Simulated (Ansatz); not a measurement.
# C₆H₇ClO₂Zr: relaxing the structure

Aim: relax C₆H₇ClO₂Zr from a cheap starting geometry.

The runs use Ansatz 0.2.0, Gaussian basis; RKS PBE0-D4/def2-TZVP.

Levels to be run: relaxation at PBE0-D4/def2-TZVP.

2 further runs of the same task are left out: 1 that didn't finish, 1 set aside as unsound or not needed.

### Step 1. Where the work starts

SMILES `[OH][Zr]([OH])([Cl])[c]1ccccc1`, 17 atoms, charge 0, spin multiplicity 1.

Atoms are counted from 1 here; the program's logs count them from 0.

Bond lengths: O1–Zr2 1.870 Å, O1–H11 0.963 Å, Zr2–O3 1.870 Å, Zr2–Cl4 2.298 Å, Zr2–C5 2.182 Å, O3–H12 0.964 Å, C5–C6 1.408 Å, C5–C10 1.405 Å, C6–C7 1.389 Å, C6–H13 1.096 Å, C7–C8 1.385 Å, C7–H14 1.081 Å, C8–C9 1.385 Å, C8–H15 1.080 Å, C9–C10 1.389 Å, C9–H16 1.081 Å, C10–H17 1.093 Å. Angles: Zr2–O1–H11 132.6°, O1–Zr2–O3 111.9°, O1–Zr2–Cl4 119.1°, O1–Zr2–C5 99.9°, O3–Zr2–Cl4 115.6°, O3–Zr2–C5 104.1°, Cl4–Zr2–C5 103.2°, Zr2–O3–H12 131.5°, Zr2–C5–C6 117.7°, Zr2–C5–C10 125.5°, C6–C5–C10 116.8°, C5–C6–C7 121.5°, C5–C6–H13 119.6°, C7–C6–H13 118.9°, C6–C7–C8 120.1°, C6–C7–H14 120.1°, C8–C7–H14 119.8°, C7–C8–C9 119.8° and more.

Coordinates:

```xyz
17
C6H7ClO2Zr
O     0.9848   -2.1917   -2.0737
Zr    1.7755   -0.6231   -1.4339
O     3.1815   -0.9820   -0.2547
Cl    2.1186    1.1268   -2.8839
C     0.1731    0.1062   -0.1451
C    -0.8483    0.8701   -0.7406
C    -1.9220    1.3495   -0.0016
C    -2.0074    1.0813    1.3546
C    -1.0198    0.3314    1.9705
C     0.0516   -0.1519    1.2304
H     0.6822   -2.9944   -1.6354
H     3.4332   -1.7858    0.2134
H    -0.8004    1.0959   -1.8123
H    -2.6938    1.9335   -0.4829
H    -2.8417    1.4555    1.9297
H    -1.0860    0.1221    3.0291
H     0.8189   -0.7436    1.7363
```

The start is a GFN2-xTB geometry. Zr takes the def2 core potential; no spin-orbit term is included.

### Step 2. Geometry optimisation, PBE0-D4/def2-TZVP

The input, in.yaml:

```yaml
crystal:
  periodic: [false, false, false]
  atoms:
    - {symbol: O, position_ang: [0.984800, -2.191690, -2.073700]}
    - {symbol: Zr, position_ang: [1.775510, -0.623110, -1.433870]}
    - {symbol: O, position_ang: [3.181540, -0.981970, -0.254680]}
    - {symbol: Cl, position_ang: [2.118590, 1.126840, -2.883920]}
    - {symbol: C, position_ang: [0.173060, 0.106250, -0.145050]}
    - {symbol: C, position_ang: [-0.848340, 0.870150, -0.740630]}
    - {symbol: C, position_ang: [-1.921990, 1.349460, -0.001590]}
    - {symbol: C, position_ang: [-2.007390, 1.081250, 1.354640]}
    - {symbol: C, position_ang: [-1.019780, 0.331420, 1.970490]}
    - {symbol: C, position_ang: [0.051640, -0.151910, 1.230430]}
    - {symbol: H, position_ang: [0.682150, -2.994380, -1.635400]}
    - {symbol: H, position_ang: [3.433190, -1.785780, 0.213370]}
    - {symbol: H, position_ang: [-0.800350, 1.095940, -1.812260]}
    - {symbol: H, position_ang: [-2.693850, 1.933490, -0.482860]}
    - {symbol: H, position_ang: [-2.841690, 1.455500, 1.929690]}
    - {symbol: H, position_ang: [-1.085960, 0.122120, 3.029060]}
    - {symbol: H, position_ang: [0.818860, -0.743580, 1.736270]}
basis:
  gaussian: {orbitals: def2-TZVP}
hamiltonian: {xc: pbe0, dispersion: d4}
relax: {f_tol: 0.005, max_steps: 150}
```

Launch:

```console
$ ansatz run in.yaml --threads 4 --pin off --events-out ev --progress --plain --max-ram 66560MiB --backend cuda --devices 0, --max-vram 37GiB
```

Q: Predict the results of all the runs planned. Wanted: point group; shift from the start; total energy; dispersion term; dipole moment.

The runs gave:

```
                  quantity           value
               point group              Cs
                     steps              34
shift from the start (rms)         0.842 Å
              total energy  -24227.6374 eV
           dispersion term        -483 meV
             dipole moment          3.29 D
```

In words: The relaxed geometry lies 0.84 Å (rms) from the start; the bond that changed most is Zr2–Cl4, from 2.298 to 2.372 Å. No vibrations were run, so it is not proven to be a minimum. The largest Mulliken charge, +1.59 e, sits on Zr2.
